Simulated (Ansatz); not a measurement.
# Palladium, bcc under m-r²SCAN: structure, energy and stiffness

Aim: take palladium in the bcc structure, relax it, solve it on a dense k-mesh, then scale the cell to 7 volumes from 88 to 112 % of the relaxed one and try a fit of the equation of state. The start is antiferromagnetic (CsCl-type). The k-meshes are 10×10×10 for the relaxation; 17×17×17 for the dense run; 11×11×11 for the volumes.

This is Pd in the bcc structure; at room conditions it is fcc.

Computed with Ansatz 0.2.0 (DFT m-r2SCAN, plane waves (500 eV) with PAW, scalar-relativistic; PAW files made under PBE, frozen cores solved again for the functional; m-r²SCAN is r²SCAN on the gauge-invariant kinetic-energy density, unless a step says otherwise).

## Step 1: Starting point

The structure is cubic, space group Im-3m (No. 229). Conventional cell: a = 3.087 Å, b = 3.087 Å, c = 3.087 Å, α = 90.00°, β = 90.00°, γ = 90.00°. Around Pd (site symmetry m-3m) lie 8 Pd at 2.67 Å.

Structure file:

```xyz
2
Lattice="3.0873 0.0000 0.0000 0.0000 3.0873 0.0000 0.0000 0.0000 3.0873" Properties=species:S:1:pos:R:3 pbc="T T T"
Pd    0.0000    0.0000    0.0000
Pd    1.5437    1.5437    1.5437
```

Starting moments (μB): +0.5, -0.5.

## Step 2: Relaxation of the cell

input.yaml reads:

```yaml
crystal:
  lattice:
    - [3.087336306, 0.0, 0.0]
    - [0.0, 3.087336306, 0.0]
    - [0.0, 0.0, 3.087336306]
  atoms:
    - { symbol: Pd, position: [0.0, 0.0, 0.0], spin: 0.5 }
    - { symbol: Pd, position: [0.5, 0.5, 0.5], spin: -0.5 }
hamiltonian:
  xc: mr2scan
  pseudopotentials:
    kind: paw
    azcp:
      Pd: "pseudopotentials/Pd.paw.azcp"
basis:
  ecutwfc: 500
  fft_grid_basis: typed
kpoints:
  mp_grid: { grid: [10, 10, 10], shift: [0, 0, 0] }
magnetization:
  spin_polarized: true
scf:
  occupations: { method: fermi_dirac, width: 0.05 }
relax:
  max_steps: 60
  f_tol: 0.01
  cell: {}
```

Run with:

```bash
ansatz run input.yaml --threads 2 --pin off --max-ram 5120MiB --backend cpu --events-out ev --progress --plain --runs-dir out
```

The runs that follow: The energy on a finer k-mesh; Equation of state: 88 %; Equation of state: 92 %; Equation of state: 96 %; Equation of state: 100 %; Equation of state: 104 %; Equation of state: 108 %; Equation of state: 112 %.

**Question.** What will these runs give? Wanted: space group; conventional cell; volume; shortest distance; gap on the mesh; magnetic state; relative to fcc; V₀, B₀, B₀′.

The runs gave:

```
                      quantity                         value
space group (spins left aside)               Im-3m (No. 229)
             conventional cell                   a = 3.109 Å
                        volume                15.026 Å³/atom
             shortest distance                       2.693 Å
               gap on the mesh  none (levels filled in part)
                magnetic state                  non-magnetic
               relative to fcc                  +44 meV/atom
                   V₀, B₀, B₀′  15.028 Å³/atom, 180 GPa, 5.5
```

What this shows: From the guessed start the volume grew by 2.1 % in 5 steps. Against the reference form of palladium (fcc, computed apart with the same settings) it stands 44 meV/atom higher. The starting moments do not survive. Levels at the Fermi energy are filled in part, as in a metal. The fitted modulus is 180 GPa. Relaxation kept the symmetry; phonons were not checked.
